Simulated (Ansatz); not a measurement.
# HgPd: the cost of one run

Computed with Ansatz 0.2.0 (DFT r2SCAN, scalar-relativistic, plane waves, PAW, unless a step's input says otherwise).

1 further run of the same task is left out (set aside as unsound or not needed).

## 1. Starting point

It takes space group P4/mmm (No. 123, tetragonal). The conventional cell has a = 3.043 Å, b = 3.043 Å, c = 3.777 Å, α = 90.00°, β = 90.00°, γ = 90.00°. Hg (site symmetry 4/mmm) has 8 Pd at 2.86 Å and 4 Hg at 3.04 Å as nearest neighbours. Pd (site symmetry 4/mmm) is surrounded by 8 Hg at 2.86 Å and 4 Pd at 3.04 Å.

Coordinates:

```
Hg Pd
1.0
     3.04256    0.00000    0.00000
     0.00000    3.04256    0.00000
     0.00000    0.00000    3.77689
Hg Pd
1 1
Direct
  0.00000 0.00000 0.00000
  0.50000 0.50000 0.50000
```

This cell was relaxed beforehand with the same method: volume 17.48 Å³/atom, gap on the mesh none (metal).

## 2. Bands, states and charges

Contents of input.yaml:

```yaml
crystal:
  lattice:
    - [3.0425599279, 0.0, 0.0]
    - [0.0, 3.0425599279, 0.0]
    - [0.0, 0.0, 3.7768899182]
  atoms:
    - { symbol: Hg, position: [0.0, 0.0, 0.0] }
    - { symbol: Pd, position: [0.5, 0.5, 0.5] }
basis:
  ecutwfc: 500
kpoints:
  mp_grid: { grid: [14, 14, 12] }
  band_path:
    path:
      - [[0.0, 0.0, 0.0], [0.0, 0.5, 0.0], [0.5, 0.5, 0.0], [0.0, 0.0, 0.0], [0.0, 0.0, 0.5], [0.0, 0.5, 0.5], [0.5, 0.5, 0.5], [0.0, 0.0, 0.5]]
      - [[0.0, 0.5, 0.0], [0.0, 0.5, 0.5]]
      - [[0.5, 0.5, 0.0], [0.5, 0.5, 0.5]]
    npoints: 14
hamiltonian:
  xc: r2scan
scf:
  occupations: { method: gaussian, width: 0.1 }
  n_extra_bands: 6
output:
  forces: true
  stress: true
  eigenvalues: true
  populations: true
  dos: { projected: true, de: 0.02, nscf_kmesh: { grid: [21, 21, 18] } }
  bader: true
  write_density: true
  write_potential: true
  elf: true
  volumetric_format: npy
```

Run with:

```sh
> ansatz run input.yaml --threads 1 --pin off --max-ram 2560MiB --backend cpu --events-out ev --progress --plain --runs-dir out
```

What time and memory should one allow on 1 thread of Arm Neoverse V2, shared host?

About 66 s, with a peak of 0.7 GiB.
